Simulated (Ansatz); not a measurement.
# La8Ga8O24H: the cost of one run

Program: Ansatz 0.2.0, PAW, plane waves. These are calculated values, not measurements.

### 1 Starting point

41 atoms (8 La, 8 Ga, 24 O, 1 H); a = 7.729 Å, b = 7.729 Å, c = 7.729 Å, α = 90.00°, β = 90.00°, γ = 90.00°. All atoms were shaken off their sites by about 0.02 Å along each axis. Defect site 1: (0.250, 0.250, 0.500). Defect site 2: (0.000, 0.250, 0.500). Starting moments add up to 1 μB.

The runs, in order: (2) PBEsol relaxation at the single k point (¼, ¼, ¼), on 8 threads of Intel Xeon 6975P-C; (3) HSE06 single point at the single k point (¼, ¼, ¼), on 8 threads of Intel Xeon 6975P-C; (4) r²SCAN single point at the single k point (¼, ¼, ¼), on 8 threads of Intel Xeon 6975P-C.

### 2 Relaxation of the positions (PBEsol)

Input file in.yaml:

```yaml
crystal:
  lattice:
    - [7.729308, 0.000000, 0.000000]
    - [0.000000, 7.729308, 0.000000]
    - [0.000000, 0.000000, 7.729308]
  atoms:
    - { symbol: La, position: [0.998050, 0.999705, 0.996184] }
    - { symbol: La, position: [0.998610, 0.994689, 0.499869], spin: 0.111 }
    - { symbol: La, position: [0.997530, 0.497143, 0.998403] }
    - { symbol: La, position: [0.994826, 0.500292, 0.498817], spin: 0.111 }
    - { symbol: La, position: [0.498959, 0.000670, 0.000979] }
    - { symbol: La, position: [0.497120, 0.997726, 0.498642] }
    - { symbol: La, position: [0.501253, 0.501356, 0.000810] }
    - { symbol: La, position: [0.496102, 0.501670, 0.503378] }
    - { symbol: Ga, position: [0.250613, 0.255563, 0.249111], spin: 0.111 }
    - { symbol: Ga, position: [0.252428, 0.247385, 0.747538], spin: 0.111 }
    - { symbol: Ga, position: [0.252673, 0.753370, 0.251922] }
    - { symbol: Ga, position: [0.246315, 0.748553, 0.747612] }
    - { symbol: Ga, position: [0.750788, 0.250854, 0.249213] }
    - { symbol: Ga, position: [0.748277, 0.253997, 0.753113] }
    - { symbol: Ga, position: [0.746757, 0.745274, 0.255983] }
    - { symbol: Ga, position: [0.748644, 0.754031, 0.746312] }
    - { symbol: O, position: [0.250548, 0.244908, 0.003274] }
    - { symbol: O, position: [0.251735, 0.745481, 0.999827] }
    - { symbol: O, position: [0.251188, 0.744379, 0.499673] }
    - { symbol: O, position: [0.754155, 0.253001, 0.996325] }
    - { symbol: O, position: [0.753665, 0.246306, 0.500364], spin: 0.111 }
    - { symbol: O, position: [0.749399, 0.753161, 0.000126] }
    - { symbol: O, position: [0.751390, 0.751760, 0.499934] }
    - { symbol: O, position: [0.003463, 0.249593, 0.251839], spin: 0.111 }
    - { symbol: O, position: [0.996698, 0.253053, 0.748420], spin: 0.111 }
    - { symbol: O, position: [0.004165, 0.755155, 0.251467] }
    - { symbol: O, position: [0.003357, 0.747679, 0.748708] }
    - { symbol: O, position: [0.503346, 0.251510, 0.253568] }
    - { symbol: O, position: [0.498221, 0.246542, 0.753519] }
    - { symbol: O, position: [0.500286, 0.749129, 0.251148] }
    - { symbol: O, position: [0.500388, 0.750787, 0.750631] }
    - { symbol: O, position: [0.249739, 0.000616, 0.245292] }
    - { symbol: O, position: [0.245690, 0.000617, 0.745632] }
    - { symbol: O, position: [0.248961, 0.501036, 0.250413] }
    - { symbol: O, position: [0.248216, 0.497637, 0.748840] }
    - { symbol: O, position: [0.748275, 0.003182, 0.247495] }
    - { symbol: O, position: [0.746820, 0.000983, 0.753424] }
    - { symbol: O, position: [0.747432, 0.499030, 0.249578] }
    - { symbol: O, position: [0.745989, 0.496844, 0.748242] }
    - { symbol: O, position: [0.000656, 0.250717, 0.495966], spin: 0.111 }
    - { symbol: H, position: [0.248926, 0.252750, 0.504180], spin: 0.111 }
  symmetry: { detect: false }
kpoints:
  mp_grid: { grid: [1, 1, 1], shift: [0.25, 0.25, 0.25] }
hamiltonian:
  xc: pbesol
magnetization:
  spin_polarized: true
scf:
  occupations: { method: fermi_dirac, width: 0.01 }
relax:
  f_tol: 0.03
  max_steps: 80
  escape_saddle: false
  adjacent_minimum: "off"
output:
  forces: true
  eigenvalues: true
  populations: true
```

On the command line:

```console
> ansatz run in.yaml --threads 8 --pin off --max-ram 13300MiB --runs-dir r --events-out ev --progress --plain
```

**Question.** How long does this run take on 8 threads of Intel Xeon 6975P-C, shared host, and how much memory does it need?

About 81 s, with a peak of 1.5 GiB.
